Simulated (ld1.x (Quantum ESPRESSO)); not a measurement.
# A PAW potential for Zr, from input to tests

Aim: build the potential from the settings below, then test how well it stands in for the atom: other configurations, scattering, ghost states and the plane-wave cutoff that it needs.

The numbers are computed with ld1.x (Quantum ESPRESSO) 7.5 (LDA (PW92), scalar-relativistic, spin-unpolarised reference atom).

## (1) The atom and the settings

Typed settings, in words:

- element: zirconium (Zr, Z = 40)
- type: PAW
- frozen core: [Ar] 3d10
- valence charge: 12
- reference configuration: 4s2 4p6 4d2 5s0 5p0 (charge +2)
- partial waves: 4s (bound): rcut 1.90, rcutus 2.40 bohr; 5s (bound, empty): rcut 1.90, rcutus 2.40 bohr; 4p (bound): rcut 2.15, rcutus 2.60 bohr; 5p (bound, empty): rcut 2.15, rcutus 2.60 bohr; 4d (bound): rcut 2.30, rcutus 2.90 bohr; 4d channel at -0.75 Ry: rcut 2.30, rcutus 2.90 bohr
- local potential: all-electron potential smoothed inside 2.20 bohr (lloc = -1)
- core correction: a·sin(br)/r model core, default radius (core density twice the valence density)
- augmentation charge: BESSEL, radius 1.55 bohr

The nodes and maxima of the atom's own shells, from an earlier all-electron run, set the scale for the radii.

All-electron outer shells of the reference configuration (LDA (PW92), scalar-relativistic, ld1.x):

```
shell  level (eV)  outermost node (bohr)  outermost maximum (bohr)
   3d     -189.61                      –                      0.35
   4s      -69.11                   0.55                      1.08
   4p      -47.06                   0.56                      1.17
   4d      -17.51                   0.58                      1.57
   5s      -16.27                   1.45                      2.82
   5p      -11.74                   1.65                      3.36
   4f       -4.28                      –                      5.40
```

## (2) The generation run

Zr.in

```
 &input
   title='Zr', zed=40., rel=1, dft='PW', iswitch=3,
   config='[Kr] 4d2 5s0 5p0',
   nld=3, rlderiv=3.15, eminld=-7.0, emaxld=5.0, deld=0.02
 /
 &inputp
   pseudotype=3, lpaw=.true., tm=.true., lloc=-1, rcloc=2.20,
   nlcc=.true.,
   which_augfun='BESSEL', rmatch_augfun=1.55,
   file_pseudopw='Zr.UPF', file_wfcaegen='ae.wfc', file_wfcncgen='nc.wfc', file_beta='beta', file_chi='chi', file_wfcusgen='us.wfc'
 /
6
4S  1  0   2.00   0.00  1.90  2.40  0.0
5S  2  0   0.00   0.00  1.90  2.40  0.0
4P  2  1   6.00   0.00  2.15  2.60  0.0
5P  3  1   0.00   0.00  2.15  2.60  0.0
4D  3  2   2.00   0.00  2.30  2.90  0.0
4D  3  2   0.00  -0.75  2.30  2.90  0.0
 &test
   configts(1)='4s2 4p6 4d2 5s0 5p0'
 /
```

Run with:

```console
ld1.x < Zr.in > Zr.out
```

The output, Zr.out (without the banner and most projector matrices):

```text
     Program LD1 v.7.5
     --------------------------- All-electron run ----------------------------

     Zr
     scalar relativistic calculation

     atomic number is 40.00
     dft =PW   lsd =0 sic =0 latt =0  beta=0.20 tr2=1.0E-14
     Exchange-correlation= PW
                           (   1   4   0   0   0   0   0)
     mesh =1225 r(mesh) = 100.59681 a.u. xmin = -7.00 dx = 0.01250
     1 Ry =  13.60569312 eV, c = 137.03599908

     n l     nl                  e(Ry)          e(Ha)          e(eV)
     1 0     1S 1( 2.00)     -1309.3000      -654.6500    -17813.9338
     2 0     2S 1( 2.00)      -182.3847       -91.1923     -2481.4699
     2 1     2P 1( 6.00)      -162.8902       -81.4451     -2216.2338
     3 0     3S 1( 2.00)       -30.7456       -15.3728      -418.3146
     3 1     3P 1( 6.00)       -24.3953       -12.1977      -331.9152
     4 0     4S 1( 2.00)        -5.0794        -2.5397       -69.1094
     4 1     4P 1( 6.00)        -3.4587        -1.7294       -47.0580
     3 2     3D 1(10.00)       -13.9362        -6.9681      -189.6119
     4 2     4D 1( 2.00)        -1.2870        -0.6435       -17.5112
     5 0     5S 1( 0.00)        -1.1956        -0.5978       -16.2675
     5 1     5P 1( 0.00)        -0.8630        -0.4315       -11.7416

     final scf error:  8.3E-15 reached in  26 iterations

     Etot =   -7187.682291 Ry,   -3593.841146 Ha,  -97793.399520 eV

     Ekin =    7388.328168 Ry,    3694.164084 Ha,  100523.325749 eV
     Encl =  -17274.468277 Ry,   -8637.234139 Ha, -235031.114245 eV
     Eh   =    2917.587896 Ry,    1458.793948 Ha,   39695.805569 eV
     Exc  =    -219.130078 Ry,    -109.565039 Ha,   -2981.416593 eV

     normalization and overlap integrals

     s(1S/1S) =  1.000000  <r> =   0.0371  <r2> =    0.0019  r(max) =   0.0241
     s(2S/2S) =  1.000000  <r> =   0.1628  <r2> =    0.0312  r(max) =   0.1368
     s(2P/2P) =  1.000000  <r> =   0.1418  <r2> =    0.0246  r(max) =   0.1093
     s(3S/3S) =  1.000000  <r> =   0.4594  <r2> =    0.2420  r(max) =   0.4111
     s(3P/3P) =  1.000000  <r> =   0.4628  <r2> =    0.2497  r(max) =   0.4010
     s(4S/4S) =  1.000000  <r> =   1.2106  <r2> =    1.6630  r(max) =   1.0764
     s(4P/4P) =  1.000000  <r> =   1.3629  <r2> =    2.1309  r(max) =   1.1748
     s(3D/3D) =  1.000000  <r> =   0.4528  <r2> =    0.2481  r(max) =   0.3451
     s(4D/4D) =  1.000000  <r> =   2.0084  <r2> =    4.7970  r(max) =   1.5662
     s(5S/5S) =  1.000000  <r> =   3.1457  <r2> =   11.0997  r(max) =   2.8183
     s(5P/5P) =  1.000000  <r> =   3.7547  <r2> =   15.8541  r(max) =   3.3572

     ------------------------ End of All-electron run ------------------------

     --------------------- Generating PAW atomic setup --------------------

      Generating local potential from pseudized AE potential:
      Matching radius rcloc =   2.2000

      Local pseudo, rcloc= 2.195 Estimated cut-off energy=     4.83 Ry

      Computing core charge for nlcc:

       r > 0.80 : true rho core
       r < 0.80 : rho core = a sin(br)/r    a=  20.71  b=   3.40

      Integrated core pseudo-charge :   6.20
      Wfc-us  4S rcutus= 2.426  Estimated cut-off energy=     9.83 Ry
      Wfc-us  5S rcutus= 2.426  Estimated cut-off energy=    20.32 Ry
      Wfc-us  4P rcutus= 2.615  Estimated cut-off energy=    12.88 Ry
      Wfc-us  5P rcutus= 2.615  Estimated cut-off energy=     9.99 Ry
      Wfc-us  4D rcutus= 2.890  Estimated cut-off energy=    14.15 Ry
      Wfc-us  4D rcutus= 2.890  Estimated cut-off energy=    21.88 Ry

     Required augmentation: BESSEL   radius:    1.550000
     Suggested rho cutoff for augmentation:  40.48 Ry

     Estimated PAW energy = -297.176626 Ryd

     The PAW screened D coefficients
    -0.46310     2.87312     0.00000     0.00000     0.00000     0.00000
     2.87312     2.71991     0.00000     0.00000     0.00000     0.00000
     0.00000     0.00000    -2.02670    -0.61421     0.00000     0.00000
     0.00000     0.00000    -0.61421     0.05543     0.00000     0.00000
     0.00000     0.00000     0.00000     0.00000    -0.65150    -0.32295
     0.00000     0.00000     0.00000     0.00000    -0.32295    -0.20257

     The PAW descreened D coefficients (US)
     1.78129    -0.55080     0.00000     0.00000     0.00000     0.00000
    -0.55080    -1.99878     0.00000     0.00000     0.00000     0.00000
     0.00000     0.00000     3.14974     1.65779     0.00000     0.00000
     0.00000     0.00000     1.65779     0.53339     0.00000     0.00000
     0.00000     0.00000     0.00000     0.00000     2.84053     1.44883
     0.00000     0.00000     0.00000     0.00000     1.44883     0.62206

     ------------------- End of pseudopotential generation -------------------

     [... the all-electron block is printed once more ...]


     Computing logarithmic derivative in   3.13425
     Computing logarithmic derivative in   3.13425
     Computing the partial wave expansion
     R is outside the sphere for l=    0 j= 0.00
     R is outside the sphere for l=    0 j= 0.00
     R is outside the sphere for l=    1 j= 0.00
     R is outside the sphere for l=    1 j= 0.00
     R is outside the sphere for l=    2 j= 0.00
     R is outside the sphere for l=    2 j= 0.00

     ---------------------- Testing the pseudopotential ----------------------

     Zr
     scalar relativistic calculation

     atomic number is 40.00   valence charge is 12.00
     dft = SLA  PW   NOGX NOGC   lsd =0 sic =0 latt =0  beta=0.20 tr2=1.0E-14
     mesh =1225 r(mesh) = 100.59681 xmin = -7.00 dx = 0.01250

     n l     nl             e AE (Ry)        e PS (Ry)    De AE-PS (Ry)
     1 0     4S   1( 2.00)       -5.07945       -5.07945       -0.00000
     2 1     4P   1( 6.00)       -3.45870       -3.45870       -0.00000
     3 2     4D   1( 2.00)       -1.28705       -1.28705        0.00000
     2 0     5S   1( 0.00)       -1.19564       -1.19564        0.00000
     3 1     5P   1( 0.00)       -0.86299       -0.86299       -0.00000

     eps = 6.3E-16  iter =  3

     Etot =   -7187.682291 Ry,   -3593.841146 Ha,  -97793.399520 eV
     Etotps =  -297.176624 Ry,    -148.588312 Ha,   -4043.293950 eV

     Ekin =     136.819460 Ry,      68.409730 Ha,    1861.523583 eV
     Encl =    -277.219777 Ry,    -138.609888 Ha,   -3771.767208 eV
     Ehrt =      62.353772 Ry,      31.176886 Ha,     848.366283 eV
     Ecxc =    -219.130079 Ry,    -109.565040 Ha,   -2981.416609 eV
     (Ecc =     -12.744691 Ry,      -6.372345 Ha,    -173.400350 eV)

     ---------------------- End of pseudopotential test ----------------------
```

It took 1.9 s on 1 thread of Neoverse-V1, shared host. This counts the later configuration tests of the new file too.

Partial waves on a coarse radial grid (AE all-electron, PS pseudo):

```tsv
r (bohr)	4d AE	4d PS	5s AE	5s PS
0.145	-0.1946	0.0011	0.1010	0.3171
0.290	-0.3321	0.0085	-0.1888	0.5985
0.435	-0.2181	0.0275	-0.1459	0.8137
0.580	0.0000	0.0618	0.0695	0.9418
0.725	0.2229	0.1125	0.2526	0.9744
0.870	0.4098	0.1784	0.3368	0.9155
1.015	0.5499	0.2558	0.3265	0.7801
1.160	0.6455	0.3391	0.2490	0.5913
1.305	0.7035	0.4219	0.1325	0.3752
1.450	0.7321	0.4974	-0.0002	0.1566
1.595	0.7383	0.5597	-0.1333	-0.0445
1.740	0.7283	0.6046	-0.2570	-0.2154
1.885	0.7067	0.6298	-0.3657	-0.3515
2.030	0.6770	0.6353	-0.4567	-0.4543
2.175	0.6420	0.6234	-0.5294	-0.5298
2.320	0.6038	0.5978	-0.5844	-0.5845
2.465	0.5639	0.5631	-0.6231	-0.6231
2.610	0.5235	0.5239	-0.6472	-0.6472
2.755	0.4836	0.4837	-0.6585	-0.6585
2.900	0.4447	0.4447	-0.6591	-0.6591
3.045	0.4073	0.4073	-0.6507	-0.6507
3.190	0.3716	0.3716	-0.6351	-0.6351
3.335	0.3380	0.3380	-0.6138	-0.6138
3.480	0.3065	0.3065	-0.5882	-0.5882
3.625	0.2772	0.2772	-0.5595	-0.5595
3.770	0.2500	0.2500	-0.5288	-0.5288
```

## (3) Configuration tests

Zr.test.in

```
 &input
   title='Zr', zed=40., rel=1, dft='PW', iswitch=2,
   config='[Kr] 4d2 5s0 5p0'
 /
 &test
   file_pseudo='Zr.UPF', nconf=10,
   configts(1)='4s2 4p6 4d2 5s0 5p0',
   configts(2)='4s2 4p6 4d2 5s2 5p0',
   configts(3)='4s2 4p6 4d2 5s1 5p0',
   configts(4)='4s2 4p6 4d1 5s0 5p0',
   configts(5)='4s1 4p6 4d2 5s2 5p0',
   configts(6)='4s2 4p6 4d2 5s0 5p2',
   configts(7)='4s2 4p6 4d3 5s0 5p0',
   configts(8)='4s2 4p6 4d2 5s1.5 5p0',
   configts(9)='4s2 4p6 4d2 5s0 5p0', lsdts(9)=1,
   configts(10)='4s2 4p6 4d2 5s2 5p0', lsdts(10)=1
 /
```

Run with:

```console
ld1.x < Zr.test.in > Zr.test.out
```

Zr.test.out, the pseudopotential blocks, each with the warnings that came before it:

```text
     ---------------------- Testing the pseudopotential ----------------------

     Zr
     scalar relativistic calculation

     atomic number is 40.00   valence charge is 12.00
     dft =SLA  PW   NOGX NOGC   lsd =0 sic =0 latt =0  beta=0.20 tr2=1.0E-14
     mesh =1225 r(mesh) = 100.59681 xmin = -7.00 dx = 0.01250

     n l     nl             e AE (Ry)        e PS (Ry)    De AE-PS (Ry)
     1 0     4S   1( 2.00)       -5.07945       -5.07945       -0.00000
     2 1     4P   1( 6.00)       -3.45870       -3.45870       -0.00000
     3 2     4D   1( 2.00)       -1.28705       -1.28705        0.00000
     2 0     5S   1( 0.00)       -1.19564       -1.19564        0.00000
     3 1     5P   1( 0.00)       -0.86299       -0.86299       -0.00000

     eps = 6.3E-16  iter =  3

     Etot =   -7187.682291 Ry,   -3593.841146 Ha,  -97793.399520 eV
     Etotps =  -297.176624 Ry,    -148.588312 Ha,   -4043.293950 eV

     Ekin =     136.819460 Ry,      68.409730 Ha,    1861.523583 eV
     Encl =    -277.219777 Ry,    -138.609888 Ha,   -3771.767208 eV
     Ehrt =      62.353772 Ry,      31.176886 Ha,     848.366283 eV
     Ecxc =    -219.130079 Ry,    -109.565040 Ha,   -2981.416609 eV
     (Ecc =     -12.744691 Ry,      -6.372345 Ha,    -173.400350 eV)

     ---------------------- End of pseudopotential test ----------------------

     ---------------------- Testing the pseudopotential ----------------------

     Zr
     [...]
     n l     nl             e AE (Ry)        e PS (Ry)    De AE-PS (Ry)
     1 0     4S   1( 2.00)       -4.00700       -4.00644       -0.00056
     2 1     4P   1( 6.00)       -2.38909       -2.38885       -0.00024
     3 2     4D   1( 2.00)       -0.27451       -0.27453        0.00002
     2 0     5S   1( 2.00)       -0.33729       -0.33732        0.00003
     3 1     5P   1( 0.00)       -0.11369       -0.11383        0.00014

     eps = 8.2E-15  iter = 17

     Etot =   -7189.194867 Ry,   -3594.597433 Ha,  -97813.979158 eV
     Etotps =  -298.689557 Ry,    -149.344779 Ha,   -4063.878457 eV
     dEtot_ae =      -1.512575 Ry
     dEtot_ps =      -1.512933 Ry,   Delta E=       0.000358 Ry

     [...]
     ---------------------- End of pseudopotential test ----------------------

     ---------------------- Testing the pseudopotential ----------------------

     Zr
     [...]
     n l     nl             e AE (Ry)        e PS (Ry)    De AE-PS (Ry)
     1 0     4S   1( 2.00)       -4.50355       -4.50327       -0.00029
     2 1     4P   1( 6.00)       -2.88525       -2.88521       -0.00004
     3 2     4D   1( 2.00)       -0.74861       -0.74879        0.00017
     2 0     5S   1( 1.00)       -0.75089       -0.75102        0.00012
     3 1     5P   1( 0.00)       -0.47292       -0.47301        0.00009

     eps = 9.5E-15  iter = 18

     Etot =   -7188.655016 Ry,   -3594.327508 Ha,  -97806.634111 eV
     Etotps =  -298.149554 Ry,    -149.074777 Ha,   -4056.531336 eV
     dEtot_ae =      -0.972725 Ry
     dEtot_ps =      -0.972930 Ry,   Delta E=       0.000205 Ry

     [...]
     ---------------------- End of pseudopotential test ----------------------

     ---------------------- Testing the pseudopotential ----------------------

     Zr
     [...]
     n l     nl             e AE (Ry)        e PS (Ry)    De AE-PS (Ry)
     1 0     4S   1( 2.00)       -6.00080       -6.00552        0.00471
     2 1     4P   1( 6.00)       -4.35815       -4.36129        0.00313
     3 2     4D   1( 1.00)       -2.08577       -2.08654        0.00078
     2 0     5S   1( 0.00)       -1.79152       -1.79066       -0.00086
     3 1     5P   1( 0.00)       -1.38883       -1.39188        0.00305

     eps = 7.5E-15  iter = 11

     Etot =   -7186.005071 Ry,   -3593.002535 Ha,  -97770.579771 eV
     Etotps =  -295.499285 Ry,    -147.749642 Ha,   -4020.472588 eV
     dEtot_ae =       1.677221 Ry
     dEtot_ps =       1.677339 Ry,   Delta E=      -0.000119 Ry

     [...]
     ---------------------- End of pseudopotential test ----------------------

     Warning: n=1, l=0 expected 0 nodes, found 1
     Warning: n=2, l=1 expected 0 nodes, found 1
     Warning: n=3, l=2 expected 0 nodes, found 1
     ---------------------- Testing the pseudopotential ----------------------

     Zr
     [...]
     n l     nl             e AE (Ry)        e PS (Ry)    De AE-PS (Ry)
     1 0     4S   1( 1.00)       -4.92915       -4.93849        0.00935  !
     2 1     4P   1( 6.00)       -3.27138       -3.27986        0.00848  !
     3 2     4D   1( 2.00)       -1.00224       -1.00610        0.00386
     2 0     5S   1( 2.00)       -0.85367       -0.85481        0.00114
     3 1     5P   1( 0.00)       -0.54056       -0.54056        0.00000

     eps = 2.5E-15  iter = 23

     Etot =   -7184.742587 Ry,   -3592.371293 Ha,  -97753.402801 eV
     Etotps =  -294.232747 Ry,    -147.116373 Ha,   -4003.240461 eV
     dEtot_ae =       2.939705 Ry
     dEtot_ps =       2.943877 Ry,   Delta E=      -0.004172 Ry

     [...]
     ---------------------- End of pseudopotential test ----------------------
```

5 tests gave no usable energy difference (4s2 4p6 4d2 5s0 5p2; 4s2 4p6 4d3 5s0 5p0; 4s2 4p6 4d2 5s1.5 5p0); the test run stopped with "negative rho".

Energies count from the reference configuration 4s2 4p6 4d2 5s0 5p0; the error is all-electron less pseudo. A star marks tests that logged a warning.

```tsv
valence configuration	charge	ΔE all-electron (eV)	error AE − PS (meV)
4s2 4p6 4d2 5s2 5p0	0	-20.580	+4.9
4s2 4p6 4d2 5s1 5p0	+1	-13.235	+2.8
4s2 4p6 4d1 5s0 5p0	+3	22.820	-1.6
4s1 4p6 4d2 5s2 5p0 *	+1	39.997	-57
```

## (4) Scattering by logarithmic derivatives

Taken from the files of the generation run. The phase is arctan(r·u′/u) with u = r·R, unwrapped, with energies in Ry. A pole is an energy at which the radial function vanishes at the test radius. The pseudo phase is shifted by a multiple of π to meet the all-electron one at the reference energy. Levels narrower than the energy grid can be missing from the poles. The last column is the largest difference on the grid between −1 and +1 Ry.

| channel | radius (bohr) | reference (Ry) | poles AE | poles PS | window around the reference with phases within 0.05 rad (Ry) | largest difference near zero (rad) |
| --- | --- | --- | --- | --- | --- | --- |
| s | 3.13 | -1.20 | -5.06, 0.34 | -5.06, 0.35 | below 2.4 | 0.004 |
| p | 3.13 | -0.86 | -3.42, 1.28 | -3.42, 0.69, 3.27 | below 0.3 | 0.108 |
| d | 3.13 | -1.29 | -0.99, 3.09 | -0.99, 2.32 | below 0.4 | 0.219 |

Phases (rad) along the scan:

```tsv
E (Ry)	d AE	d PS	s AE	s PS
-7.00	1.440	1.440	1.431	1.431
-6.48	1.434	1.433	1.422	1.422
-5.96	1.426	1.426	1.412	1.412
-5.44	1.418	1.417	1.394	1.394
-4.92	1.408	1.407	-1.725	-1.725
-4.40	1.395	1.394	-1.760	-1.760
-3.88	1.379	1.378	-1.785	-1.784
-3.36	1.356	1.355	-1.818	-1.818
-2.84	1.322	1.321	-1.869	-1.869
-2.32	1.260	1.259	-1.966	-1.966
-1.80	1.071	1.070	-2.221	-2.221
-1.28	-1.128	-1.128	-3.344	-3.344
-0.76	-1.688	-1.688	-4.364	-4.364
-0.24	-1.858	-1.859	-4.602	-4.601
0.28	-2.139	-2.157	-4.704	-4.702
0.80	-3.236	-3.455	-4.771	-4.767
1.32	-4.277	-4.393	-4.832	-4.824
1.84	-4.527	-4.611	-4.907	-4.890
2.36	-4.631	-4.719	-5.037	-4.991
2.88	-4.693	-4.811	-5.402	-5.210
3.40	-4.740	-4.941	-6.770	-6.002
3.92	-4.785	-5.308	-7.469	-7.207
4.44	-4.837	-6.896	-7.652	-7.546
4.96	-4.917	-7.513	-7.733	-7.669
```

## (5) Plane-wave convergence, by spherical Bessel functions

This step uses the generator's waves and projectors in a separate script. Basis: spherical Bessel functions vanishing at 20 bohr, q² up to the cutoff; potential fixed at the reference.

All-electron valence levels (Ry): 4s -5.0794, 5s -1.1956, 4p -3.4587, 5p -0.8630, 4d -1.2871. The lowest levels of each channel (Ry) by cutoff; the last column sums, over occupied levels, occupation times the distance from the level at 400 Ry. A positive value at high cutoff is not a bound level.

```tsv
cutoff (Ry)	s #1	s #2	p #1	p #2	d #1	f #1	Σ f·Δε (mRy)
8	-5.0759	-1.1215	-3.3759	-0.8618	-1.2731	-0.3096	531.8
10	-5.0789	-1.1503	-3.4513	-0.8627	-1.2839	-0.3101	51.9
12	-5.0792	-1.1746	-3.4580	-0.8627	-1.2866	-0.3104	5.6
15	-5.0792	-1.1894	-3.4582	-0.8629	-1.2868	-0.3105	3.8
18	-5.0794	-1.1950	-3.4585	-0.8630	-1.2869	-0.3106	1.6
21	-5.0794	-1.1952	-3.4586	-0.8630	-1.2870	-0.3106	0.5
25	-5.0794	-1.1953	-3.4587	-0.8630	-1.2870	-0.3106	0.3
30	-5.0794	-1.1955	-3.4587	-0.8630	-1.2870	-0.3106	0.2
400	-5.0794	-1.1957	-3.4587	-0.8630	-1.2871	-0.3106	0.0
```

The sum stays within 10 mRy from 12 Ry and within 1 mRy from 21 Ry. The sum leaves out empty levels, which can need more. Ghost test: no level below the all-electron spectrum of its channel (s, p, d, f tested).

## (6) Outcome

| quantity | value |
| --- | --- |
| cutoffs for 10 and 1 mRy, occupied levels | 12 Ry and 21 Ry |
| bound ghosts | none found |
| largest test error (AE − PS) | -57 meV, for 4s1 4p6 4d2 5s2 5p0 (this test logged a warning) (5 tests unsolved) |
| largest phase difference near zero energy, channels read | 0.219 rad |
| lowest eigenvalue of the overlap (Bessel basis) | 0.005 (s) |

In words: The overlap operator is nearly singular (0.005). The worst unpolarised test, 4s1 4p6 4d2 5s2 5p0, is off by 57 meV on 40.0 eV; by total energies transferability rates as fair where solved. The test run broke off, so later configurations gave nothing; the verdict rests on few tests. The potential is soft on the atom at that tolerance: the looser tolerance needs 12 Ry. That counts occupied waves only; other projectors can need more. The Bessel-basis test finds no level below the valence levels. Near zero energy the largest phase difference among the channels read is 0.22 rad, in the d channel. All of this concerns the isolated atom, not yet a solid.
